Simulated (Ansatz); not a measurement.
**CH₆Cl₂GeSi: a ladder of functionals and wavefunction methods**

Aim: compute CH₆Cl₂GeSi with functionals from several rungs and with coupled cluster, and see how far each lands from CCSD(T) at the basis-set limit for the atomisation energy.

Program: Ansatz 0.2.0, Gaussian basis. Level of theory: functionals in def2-TZVPP, the program's frozen cores in correlated methods. These are calculated values, not measurements.

Plan: LDA (SPW92), PBE-D4, revPBE-D4, BLYP-D4, r2SCAN-D4, B97M-V, PBE0-D4, B3LYP-D4, r2SCANh-D4, r2SCAN0-D4, HSE06-D4, BHLYP-D4, CAM-B3LYP-D4, LC-ωPBE, ωB97X-V, ωB97M-V, B2PLYP, PBE-QIDH; CCSD(T)/def2-SVP; CCSD(T)/def2-TZVPP; MP2/def2-QZVPP; extrapolation to the limit; RPA on PBE.

1 further run of the same task is left out (for a known fault of the program).

### Step 1. Structure used throughout

The geometry comes from an earlier relaxation with PBE0-D4 in a triple-zeta def2 set; it is a stationary point, not always the lowest conformer.

11 atoms, charge 0, spin multiplicity 1.

Atoms are counted from 1 here; the program's logs count them from 0.

Bond lengths: C1–Ge2 1.939 Å, C1–H6 1.091 Å, C1–H7 1.090 Å, C1–H8 1.091 Å, Ge2–Si3 2.384 Å, Ge2–Cl4 2.164 Å, Ge2–Cl5 2.164 Å, Si3–H9 1.485 Å, Si3–H10 1.482 Å, Si3–H11 1.485 Å. Angles: Ge2–C1–H6 109.7°, Ge2–C1–H7 108.8°, Ge2–C1–H8 109.7°, H6–C1–H7 109.5°, H6–C1–H8 109.7°, H7–C1–H8 109.5°, C1–Ge2–Si3 120.8°, C1–Ge2–Cl4 107.1°, C1–Ge2–Cl5 107.1°, Si3–Ge2–Cl4 107.2°, Si3–Ge2–Cl5 107.2°, Cl4–Ge2–Cl5 106.5°, Ge2–Si3–H9 108.8°, Ge2–Si3–H10 107.9°, Ge2–Si3–H11 108.8°, H9–Si3–H10 110.6°, H9–Si3–H11 109.9°, H10–Si3–H11 110.6°.

### Step 2. LDA

This LDA is Slater exchange with PW92 correlation.

The input, in.yaml:

```yaml
crystal:
  periodic: [false, false, false]
  atoms:
    - {symbol: C, position_ang: [-1.733905, 0.420229, 0.561647]}
    - {symbol: Ge, position_ang: [-0.039297, 0.553615, -0.370407]}
    - {symbol: Si, position_ang: [1.660946, -1.086722, -0.052560]}
    - {symbol: Cl, position_ang: [-0.479774, 0.618252, -2.488284]}
    - {symbol: Cl, position_ang: [0.819315, 2.473748, 0.138992]}
    - {symbol: H, position_ang: [-2.231561, -0.510616, 0.287398]}
    - {symbol: H, position_ang: [-2.359475, 1.265354, 0.274287]}
    - {symbol: H, position_ang: [-1.563531, 0.443295, 1.638581]}
    - {symbol: H, position_ang: [2.042145, -1.110685, 1.382534]}
    - {symbol: H, position_ang: [2.821072, -0.710422, -0.894526]}
    - {symbol: H, position_ang: [1.129564, -2.413149, -0.457062]}
basis:
  gaussian: {orbitals: def2-TZVPP}
hamiltonian: {xc: lda}
output: {orbitals: {seedname: orbitals}}
```

Command:

```
$ ansatz run in.yaml --threads 2 --pin off --events-out ev --progress --plain --max-ram 32768MiB --backend cuda --devices 0, --max-vram 18GiB
```

The runs that follow: PBE-D4 (GGA); revPBE-D4 (GGA); BLYP-D4 (GGA); r2SCAN-D4 (meta-GGA); B97M-V (meta-GGA); PBE0-D4 (hybrid); B3LYP-D4 (hybrid); r2SCANh-D4 (hybrid); r2SCAN0-D4 (hybrid); HSE06-D4 (hybrid); BHLYP-D4 (hybrid); CAM-B3LYP-D4 (range-separated); LC-ωPBE (range-separated); ωB97X-V (range-separated); ωB97M-V (range-separated); B2PLYP (double hybrid); PBE-QIDH (double hybrid); CCSD(T) in def2-SVP; CCSD(T) in def2-TZVPP; MP2 in def2-QZVPP; RPA on PBE orbitals.

Q: Predict the results of all the runs planned. Wanted: atomisation energy, CCSD(T)/CBS; farthest beyond LDA; mean size of error, GGA; mean size of error, meta-GGA; mean size of error, hybrid; mean size of error, range-separated; mean size of error, double hybrid; gap, smallest and largest; T1 diagnostic.

As calculated:

| quantity | value |
| --- | --- |
| atomisation energy, CCSD(T)/CBS | 3517.3 kJ/mol |
| functionals within 35.2 kJ/mol (1.0 %) | PBE-D4, r2SCAN-D4, B97M-V, PBE0-D4, B3LYP-D4, r2SCANh-D4, r2SCAN0-D4, HSE06-D4, CAM-B3LYP-D4, ωB97X-V, ωB97M-V, PBE-QIDH |
| farthest beyond LDA | BHLYP-D4 (-80.2 kJ/mol) |
| mean size of error, GGA | 45.6 kJ/mol |
| mean size of error, meta-GGA | 18.0 kJ/mol |
| mean size of error, hybrid | 29.5 kJ/mol |
| mean size of error, range-separated | 26.3 kJ/mol |
| mean size of error, double hybrid | 44.2 kJ/mol |
| gap, smallest and largest | 5.16 eV (LDA (SPW92)), 12.17 eV (LC-ωPBE) |
| T1 diagnostic | 0.0102 |
| triples share of the correlation energy | 3.9 % |

In words: LDA overbinds by 418.9 kJ/mol (12 %). PBE-D4 misses by +3.1 kJ/mol. Double hybrids carry the basis error of their MP2 part in triple zeta, and no dispersion term here, so their miss is partly the set-up's. The rungs meta-GGA, range-separated, hybrid miss on average by less than the doubt on the reference (35.2 kJ/mol), so they tie. The reference freezes the cores and leaves out relativity and excitations past (T), and its outer-core shells are covered unevenly, so misses under about 35.2 kJ/mol can't be ranked. Hartree-Fock recovers 75 % of the binding; the rest is correlation. CCSD(T) in def2-SVP is off by -240.5 kJ/mol, more than most functionals: a good method in a small basis is no reference. The gap grows from 5.2 to 12.2 eV across the functionals, mostly with the share of exact exchange. Correlated methods include outer-core shells of Ge, which these sets cover unevenly.
